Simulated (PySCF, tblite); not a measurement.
**C₄H₉BN radical: geometry, infrared bands and EPR parameters**

Wanted: the infrared bands and EPR parameters of C₄H₉BN radical (`CN[B]C1CC1`), by calculation.

Programs: tblite 0.8.0 and PySCF 2.14.0, with density-fitted response routines of our own. Each step states its level of theory. These are calculated values for one molecule in the gas phase, unless marked as measured. Atoms are numbered from 0 throughout.

## 1. The starting structure

15 atoms, charge 0, multiplicity 2; geometry from: force field or distance geometry start.

Bonds of the start (Å): C0–N1 1.41, N1–B2 1.46, B2–C3 1.60, C3–C4 1.51, C4–C5 1.49, C5–C3 1.51, C0–H6 1.11, C0–H7 1.12, C0–H8 1.09, N1–H9 1.02, C3–H10 1.12, C4–H11 1.11, C4–H12 1.11, C5–H13 1.11, C5–H14 1.11.

## 2. Relaxing the molecule with GFN2-xTB

Job settings and geometry (Å):

```
{"job": {"kind": "relax", "xc": "GFN2-xTB", "basis": "xTB"}, "charge": 0, "multiplicity": 2}
C      2.377200     0.599100    -0.032100
N      1.611900    -0.156700     0.879400
B      0.178900     0.065000     1.000700
C     -0.783200    -0.570000    -0.113400
C     -1.755000     0.456200    -0.652700
C     -2.261000    -0.685400     0.161500
H      3.058900    -0.103200    -0.562300
H      3.038700     1.369900     0.446700
H      1.802400     1.116200    -0.807000
H      2.096100    -0.704400     1.594000
H     -0.326300    -1.281100    -0.848300
H     -1.808500     0.428600    -1.765400
H     -1.753000     1.447600    -0.159400
H     -2.615200    -0.525000     1.201800
H     -2.866300    -1.448800    -0.365500
```

On the command line:

```bash
$ OMP_NUM_THREADS=1 python probes_run.py task.json out
```

One launch serves the whole session: the jobs run in the order shown.

**Question.** This job is followed by: GFN2-xTB harmonic vibrations, gas phase; UKS B3LYP, pcH-1 on B C H N, non-relativistic, mean-field spin-orbit, GIAO. Predict these results of the whole session: strongest single infrared mode (GFN2-xTB); zero-point energy (GFN2-xTB); g(iso) (B3LYP); ⟨S²⟩; largest a(iso) (averaged by class); surface potential, 1st and 99th percentile.

As calculated:

```
                                 quantity                 value
strongest single infrared mode (GFN2-xTB)  3092 cm⁻¹, 92 km/mol
             zero-point energy (GFN2-xTB)         79.4 kcal/mol
                           g(iso) (B3LYP)               2.00198
                                     ⟨S²⟩    0.753 (exact 0.75)
       largest a(iso) (averaged by class)  11B on B2, 411.8 MHz
    surface potential, 1st and 99th percentile    -1.14 V and 1.61 V
```

In words: Relaxing lowered the energy by 1.007 eV in 87 steps; the close pair that moved most is N1–B2, from 1.455 to 1.372 Å. All 39 modes are real, so the xTB geometry is a minimum. The strongest single mode, at 3092 cm⁻¹, is carried by H13, H12, H14. GFN2-xTB is a fitted tight-binding method: band positions and strengths are rough. Its intensities can rank the bands wrongly. B2 carries the largest spin population, 0.97 e. The isotropic g lies 0.3 ppt below the free-electron value.
